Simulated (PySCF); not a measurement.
# CH₅BF₂Si: core binding energies at several levels of theory, part 3 of 3

PySCF 2.14.0. Atoms count from 0. Earlier steps stand in the parts before.

## (8) Core holes by ΔSCF: SCAN, X2C

What the job is given:

```
{"job": {"kind": "xps", "basis": "def2-TZVP"}, "charge": 0, "multiplicity": 1}
F     -1.987546     0.378619     1.342866
B     -1.491649     0.356992     0.116929
F     -1.980585     1.252196    -0.725407
C     -0.367924    -0.627433    -0.290073
Si     1.337680     0.106540     0.081519
H     -0.402104    -0.840725    -1.369649
H     -0.445699    -1.568940     0.275689
H      1.518495     1.380598    -0.677002
H      1.463027     0.395966     1.541517
H      2.406778    -0.855976    -0.318404
```

With the program's defaults for keys left out, this is: delta-SCF UKS SCAN, def2-TZVP on the ionised atom, pcseg-1 elsewhere, spin-free X2C.

Standard output:

```text
ground state, core basis on atom 0 (F), 116 functions
  cycle   1  E = -555.83903959  |g| = 7.33e-01
  cycle   2  E = -555.71599140  |g| = 1.16e+00
  cycle   3  E = -555.92978811  |g| = 1.11e-01
  cycle   4  E = -555.93211964  |g| = 3.22e-02
  cycle   5  E = -555.93235509  |g| = 8.33e-03
  cycle   6  E = -555.93236141  |g| = 5.04e-03
  cycle   7  E = -555.93236398  |g| = 8.69e-04
  cycle   8  E = -555.93236678  |g| = 1.44e-04
  E(ground) = -555.95754441 Eh
hole in F 1s of atom 0
  cycle   1  E = -529.56541652  |g| = 2.46e+00
  cycle   2  E = -529.57278358  |g| = 1.82e+00
  cycle   3  E = -530.34800416  |g| = 4.37e-01
  cycle   4  E = -530.37411416  |g| = 3.43e-01
  cycle   5  E = -530.41314591  |g| = 4.73e-02
  cycle   6  E = -530.41376062  |g| = 2.51e-02
  cycle   7  E = -530.41410441  |g| = 2.06e-03
  cycle   8  E = -530.41410601  |g| = 9.52e-04
  cycle   9  E = -530.41410677  |g| = 2.92e-04
  E(ion) = -530.44730692 Eh   <S^2> = 0.7557   hole on atom = 1.000   binding energy = 694.169 eV
ground state, core basis on atom 1 (B), 116 functions
  cycle   1  E = -555.89513114  |g| = 1.08e-01
  cycle   2  E = -555.89164236  |g| = 1.84e-01
  cycle   3  E = -555.89689973  |g| = 8.67e-03
  cycle   4  E = -555.89691034  |g| = 4.32e-03
  cycle   5  E = -555.89691479  |g| = 1.17e-03
  cycle   6  E = -555.89691450  |g| = 2.87e-04
  E(ground) = -555.92180415 Eh
hole in B 1s of atom 1
  cycle   1  E = -548.19015729  |g| = 1.14e+00
  cycle   2  E = -546.30165602  |g| = 1.73e+00
  cycle   3  E = -548.36026196  |g| = 5.12e-01
  cycle   4  E = -548.54853528  |g| = 1.01e-01
  cycle   5  E = -548.55342682  |g| = 5.11e-02
  cycle   6  E = -548.55474257  |g| = 1.61e-02
  cycle   7  E = -548.55488106  |g| = 5.19e-03
  cycle   8  E = -548.55490068  |g| = 2.14e-03
  cycle   9  E = -548.55490442  |g| = 2.06e-03
  cycle  10  E = -548.55490663  |g| = 9.44e-04
  cycle  11  E = -548.55490707  |g| = 2.56e-04
  E(ion) = -548.58373721 Eh   <S^2> = 0.7705   hole on atom = 1.000   binding energy = 199.679 eV
ground state, core basis on atom 3 (C), 116 functions
  cycle   1  E = -555.89319919  |g| = 2.63e-02
  cycle   2  E = -555.89309868  |g| = 3.63e-02
  cycle   3  E = -555.89330586  |g| = 4.09e-03
  cycle   4  E = -555.89330810  |g| = 1.88e-03
  cycle   5  E = -555.89331018  |g| = 4.11e-04
  E(ground) = -555.91690145 Eh
hole in C 1s of atom 3
  cycle   1  E = -544.64960602  |g| = 1.47e+00
  cycle   2  E = -544.10497525  |g| = 1.60e+00
  cycle   3  E = -545.12966099  |g| = 4.16e-01
  cycle   4  E = -545.18379631  |g| = 2.31e-01
  cycle   5  E = -545.19999956  |g| = 3.45e-02
  cycle   6  E = -545.20047077  |g| = 5.44e-03
  cycle   7  E = -545.20049086  |g| = 1.94e-03
  cycle   8  E = -545.20049487  |g| = 8.09e-04
  cycle   9  E = -545.20049583  |g| = 5.93e-04
  cycle  10  E = -545.20049541  |g| = 2.89e-04
  E(ion) = -545.22302561 Eh   <S^2> = 0.7653   hole on atom = 1.000   binding energy = 290.995 eV
ground state, core basis on atom 4 (Si), 118 functions
  cycle   1  E = -555.91888129  |g| = 4.01e-02
  cycle   2  E = -555.91888962  |g| = 2.75e-02
  cycle   3  E = -555.91899025  |g| = 8.32e-03
  cycle   4  E = -555.91900854  |g| = 1.61e-03
  cycle   5  E = -555.91900972  |g| = 5.78e-04
  cycle   6  E = -555.91900903  |g| = 1.56e-04
  E(ground) = -555.90085898 Eh
hole in Si 1s of atom 4
  cycle   1  E = -486.96362489  |g| = 2.95e+00
  cycle   2  E = -487.24426588  |g| = 1.57e+00
  cycle   3  E = -487.75420145  |g| = 4.64e-01
  cycle   4  E = -487.88595174  |g| = 1.34e-01
  cycle   5  E = -487.89514381  |g| = 4.52e-02
  cycle   6  E = -487.89625181  |g| = 7.80e-03
  cycle   7  E = -487.89628072  |g| = 3.10e-03
  cycle   8  E = -487.89628430  |g| = 1.61e-03
  cycle   9  E = -487.89628425  |g| = 4.58e-04
  E(ion) = -487.88665933 Eh   <S^2> = 0.7521   hole on atom = 1.000   binding energy = 1850.761 eV
hole in Si 2p of atom 4
  cycle   1  E = -551.63824481  |g| = 1.18e+00
  cycle   2  E = -551.62147266  |g| = 9.01e-01
  cycle   3  E = -551.92573249  |g| = 2.03e-01
  cycle   4  E = -551.94922082  |g| = 6.22e-02
  cycle   5  E = -551.95088845  |g| = 2.46e-02
  cycle   6  E = -551.95122952  |g| = 3.23e-03
  cycle   7  E = -551.95123365  |g| = 1.60e-03
  cycle   8  E = -551.95123464  |g| = 8.11e-04
  cycle   9  E = -551.95123427  |g| = 1.44e-04
  E(ion) = -551.94560597 Eh   <S^2> = 0.7519   hole on atom = 1.003   binding energy = 107.628 eV
  2p3/2 = 107.428 eV   2p1/2 = 108.039 eV
```

Wall time 22 s (1 thread of Arm Neoverse V1, shared host); peak memory 0.39 GiB.

Binding energies by hole, beside the orbital energy of the ground state; the difference holds orbital relaxation and, for a density functional, its self-interaction error:

```csv
hole,stands for,environment,ΔSCF (eV; 2p as the shell's mean),−ε (eV),⟨S²⟩
F1s on F0,"F0, F2",fluorine bonded to B,694.17,667.1,0.756
B1s on B1,B1,"boron bonded to C, 2 F",199.68,182.8,0.770
C1s on C3,C3,sp3 CH2 bonded to B and Si,291.00,273.6,0.765
Si1s on Si4,Si4,"silicon bonded to C, 3 H",1850.76,1794.6,0.752
Si2p on Si4,Si4,"silicon bonded to C, 3 H",107.63,96.6,0.752
```

Each hole run stands for the others of its class of like atoms.

With the spin-orbit splitting: Si4 2p3/2 107.43, 2p1/2 108.04 eV. The table gives each 2p level as the mean over the whole 2p shell (two parts 2p3/2, one part 2p1/2), which differs a little from the single hole in the log.

## (9) Core-electron binding energies: SCAN, non-relativistic

Same as in step 8 but for these lines:

```diff
@@ -1,2 +1,2 @@
-{"job": {"kind": "xps", "basis": "def2-TZVP"}, "charge": 0, "multiplicity": 1}
+{"job": {"kind": "xps", "x2c": false}, "charge": 0, "multiplicity": 1}
 F     -1.987546     0.378619     1.342866
```

With the program's defaults for keys left out, this is: delta-SCF UKS SCAN, pcX-2 on the ionised atom, pcseg-1 elsewhere, non-relativistic.

Standard output:

```text
ground state, core basis on atom 0 (F), 130 functions
  cycle   1  E = -555.10460154  |g| = 7.30e-01
  cycle   2  E = -554.98596618  |g| = 1.15e+00
  cycle   3  E = -555.19344202  |g| = 1.10e-01
  cycle   4  E = -555.19555823  |g| = 4.12e-02
  cycle   5  E = -555.19591187  |g| = 8.90e-03
  cycle   6  E = -555.19592165  |g| = 6.14e-03
  cycle   7  E = -555.19592945  |g| = 1.12e-03
  cycle   8  E = -555.19592716  |g| = 1.57e-04
  E(ground) = -555.22151094 Eh
hole in F 1s of atom 0
  cycle   1  E = -528.85408140  |g| = 2.57e+00
  cycle   2  E = -528.83201266  |g| = 2.09e+00
  cycle   3  E = -529.67616797  |g| = 3.97e-01
  cycle   4  E = -529.68300692  |g| = 3.60e-01
  cycle   5  E = -529.72656914  |g| = 4.61e-02
  cycle   6  E = -529.72700069  |g| = 2.92e-02
  cycle   7  E = -529.72747194  |g| = 2.60e-03
  cycle   8  E = -529.72747571  |g| = 1.04e-03
  cycle   9  E = -529.72747729  |g| = 3.42e-04
  E(ion) = -529.76093287 Eh   <S^2> = 0.7563   hole on atom = 1.000   binding energy = 692.818 eV
ground state, core basis on atom 1 (B), 130 functions
  cycle   1  E = -555.15529757  |g| = 1.16e-01
  cycle   2  E = -555.15165683  |g| = 1.89e-01
  cycle   3  E = -555.15719113  |g| = 1.02e-02
  cycle   4  E = -555.15719808  |g| = 8.57e-03
  cycle   5  E = -555.15720767  |g| = 1.53e-03
  cycle   6  E = -555.15720829  |g| = 3.44e-04
  E(ground) = -555.18248789 Eh
hole in B 1s of atom 1
  cycle   1  E = -547.45102882  |g| = 1.17e+00
  cycle   2  E = -545.47908193  |g| = 1.90e+00
  cycle   3  E = -547.67060241  |g| = 4.60e-01
  cycle   4  E = -547.82216984  |g| = 1.01e-01
  cycle   5  E = -547.82616204  |g| = 5.80e-02
  cycle   6  E = -547.82717139  |g| = 3.87e-02
  cycle   7  E = -547.82778730  |g| = 7.73e-03
  cycle   8  E = -547.82782233  |g| = 3.59e-03
  cycle   9  E = -547.82783178  |g| = 1.63e-03
  cycle  10  E = -547.82783361  |g| = 9.29e-04
  cycle  11  E = -547.82783623  |g| = 6.40e-04
  cycle  12  E = -547.82783611  |g| = 2.40e-04
  E(ion) = -547.85611246 Eh   <S^2> = 0.7776   hole on atom = 1.000   binding energy = 199.361 eV
ground state, core basis on atom 3 (C), 130 functions
  cycle   1  E = -555.15583029  |g| = 4.16e-02
  cycle   2  E = -555.15578690  |g| = 2.54e-02
  cycle   3  E = -555.15584766  |g| = 1.74e-02
  cycle   4  E = -555.15589508  |g| = 2.49e-03
  cycle   5  E = -555.15589727  |g| = 5.02e-04
  cycle   6  E = -555.15589855  |g| = 1.02e-04
  E(ground) = -555.17917583 Eh
hole in C 1s of atom 3
  cycle   1  E = -543.91453390  |g| = 1.51e+00
  cycle   2  E = -543.32436509  |g| = 1.76e+00
  cycle   3  E = -544.43175364  |g| = 3.66e-01
  cycle   4  E = -544.46490001  |g| = 2.34e-01
  cycle   5  E = -544.48125300  |g| = 4.28e-02
  cycle   6  E = -544.48183725  |g| = 5.43e-03
  cycle   7  E = -544.48185387  |g| = 2.61e-03
  cycle   8  E = -544.48185855  |g| = 8.35e-04
  cycle   9  E = -544.48185898  |g| = 7.70e-04
  cycle  10  E = -544.48185919  |g| = 2.93e-04
  E(ion) = -544.50441321 Eh   <S^2> = 0.7665   hole on atom = 1.000   binding energy = 290.475 eV
ground state, core basis on atom 4 (Si), 141 functions
  cycle   1  E = -555.19201649  |g| = 2.36e-02
  cycle   2  E = -555.19202088  |g| = 1.28e-02
  cycle   3  E = -555.19204318  |g| = 8.20e-03
  cycle   4  E = -555.19205878  |g| = 1.90e-03
  cycle   5  E = -555.19205945  |g| = 3.68e-04
  E(ground) = -555.17451281 Eh
hole in Si 1s of atom 4
  cycle   1  E = -486.42422128  |g| = 4.32e+00
  cycle   2  E = -486.72699650  |g| = 2.02e+00
  cycle   3  E = -487.27393833  |g| = 5.93e-01
  cycle   4  E = -487.44566630  |g| = 2.16e-01
  cycle   5  E = -487.47058541  |g| = 5.56e-02
  cycle   6  E = -487.47178914  |g| = 2.38e-02
  cycle   7  E = -487.47207514  |g| = 5.47e-03
  cycle   8  E = -487.47208424  |g| = 3.43e-03
  cycle   9  E = -487.47208901  |g| = 8.93e-04
  cycle  10  E = -487.47208879  |g| = 1.97e-04
  E(ion) = -487.46189976 Eh   <S^2> = 0.7524   hole on atom = 1.000   binding energy = 1842.554 eV
hole in Si 2p of atom 4
  cycle   1  E = -550.91494796  |g| = 1.22e+00
  cycle   2  E = -550.89337802  |g| = 9.93e-01
  cycle   3  E = -551.21314465  |g| = 1.89e-01
  cycle   4  E = -551.23100996  |g| = 7.27e-02
  cycle   5  E = -551.23336284  |g| = 2.73e-02
  cycle   6  E = -551.23376074  |g| = 5.43e-03
  cycle   7  E = -551.23377438  |g| = 2.62e-03
  cycle   8  E = -551.23377609  |g| = 8.01e-04
  cycle   9  E = -551.23377643  |g| = 1.63e-04
  E(ion) = -551.22807765 Eh   <S^2> = 0.7521   hole on atom = 1.002   binding energy = 107.388 eV
  2p3/2 = 107.186 eV   2p1/2 = 107.802 eV
```

Wall time 23 s (1 thread of Arm Neoverse V1, shared host); peak memory 0.47 GiB.

The holes in one table. −ε is the ground-state orbital energy:

```csv
hole,stands for,environment,ΔSCF (eV; 2p as the shell's mean),−ε (eV),⟨S²⟩
F1s on F0,"F0, F2",fluorine bonded to B,692.82,666.5,0.756
B1s on B1,B1,"boron bonded to C, 2 F",199.36,182.8,0.778
C1s on C3,C3,sp3 CH2 bonded to B and Si,290.48,273.6,0.766
Si1s on Si4,Si4,"silicon bonded to C, 3 H",1842.55,1789.5,0.752
Si2p on Si4,Si4,"silicon bonded to C, 3 H",107.39,96.5,0.752
```

Each hole run stands for the others of its class of like atoms.

With the spin-orbit splitting: Si4 2p3/2 107.19, 2p1/2 107.80 eV. The table gives each 2p level as the mean over the whole 2p shell (two parts 2p3/2, one part 2p1/2), which differs a little from the single hole in the log.

## (10) Results

The summary covers parts 1 to 3.

```
                                           quantity           value
                   F1s binding energies, SCAN/pcX-2    F0 693.46 eV
                   B1s binding energies, SCAN/pcX-2    B1 199.40 eV
                   C1s binding energies, SCAN/pcX-2    C3 290.58 eV
                  Si1s binding energies, SCAN/pcX-2  Si4 1846.90 eV
                  Si2p binding energies, SCAN/pcX-2   Si4 107.35 eV
                  F1s binding energies, B3LYP/pcX-2    F0 693.18 eV
                  B1s binding energies, B3LYP/pcX-2    B1 199.79 eV
                  C1s binding energies, B3LYP/pcX-2    C3 290.61 eV
                 Si1s binding energies, B3LYP/pcX-2  Si4 1845.57 eV
                 Si2p binding energies, B3LYP/pcX-2   Si4 107.33 eV
                   F1s binding energies, PBE0/pcX-2    F0 692.56 eV
                   B1s binding energies, PBE0/pcX-2    B1 199.11 eV
                   C1s binding energies, PBE0/pcX-2    C3 290.13 eV
                  Si1s binding energies, PBE0/pcX-2  Si4 1844.71 eV
                  Si2p binding energies, PBE0/pcX-2   Si4 106.99 eV
                    F1s binding energies, PBE/pcX-2    F0 692.24 eV
                    B1s binding energies, PBE/pcX-2    B1 198.39 eV
                    C1s binding energies, PBE/pcX-2    C3 289.74 eV
                   Si1s binding energies, PBE/pcX-2  Si4 1843.55 eV
                   Si2p binding energies, PBE/pcX-2   Si4 106.65 eV
                     F1s binding energies, HF/pcX-2    F0 692.80 eV
                     B1s binding energies, HF/pcX-2    B1 200.17 eV
                     C1s binding energies, HF/pcX-2    C3 290.37 eV
                    Si1s binding energies, HF/pcX-2  Si4 1847.82 eV
                    Si2p binding energies, HF/pcX-2   Si4 106.82 eV
                   F1s binding energies, SCAN/pcX-1    F0 693.67 eV
                   B1s binding energies, SCAN/pcX-1    B1 199.46 eV
                   C1s binding energies, SCAN/pcX-1    C3 290.58 eV
                  Si1s binding energies, SCAN/pcX-1  Si4 1846.96 eV
                  Si2p binding energies, SCAN/pcX-1   Si4 107.49 eV
               F1s binding energies, SCAN/def2-TZVP    F0 694.17 eV
               B1s binding energies, SCAN/def2-TZVP    B1 199.68 eV
               C1s binding energies, SCAN/def2-TZVP    C3 291.00 eV
              Si1s binding energies, SCAN/def2-TZVP  Si4 1850.76 eV
              Si2p binding energies, SCAN/def2-TZVP   Si4 107.63 eV
 F1s binding energies, SCAN/pcX-2, non-relativistic    F0 692.82 eV
 B1s binding energies, SCAN/pcX-2, non-relativistic    B1 199.36 eV
 C1s binding energies, SCAN/pcX-2, non-relativistic    C3 290.48 eV
Si1s binding energies, SCAN/pcX-2, non-relativistic  Si4 1842.55 eV
Si2p binding energies, SCAN/pcX-2, non-relativistic   Si4 107.39 eV
```

What this shows: Single values in the summary come from the first sound run of each kind (SCAN/pcX-2), which need not be the best level.
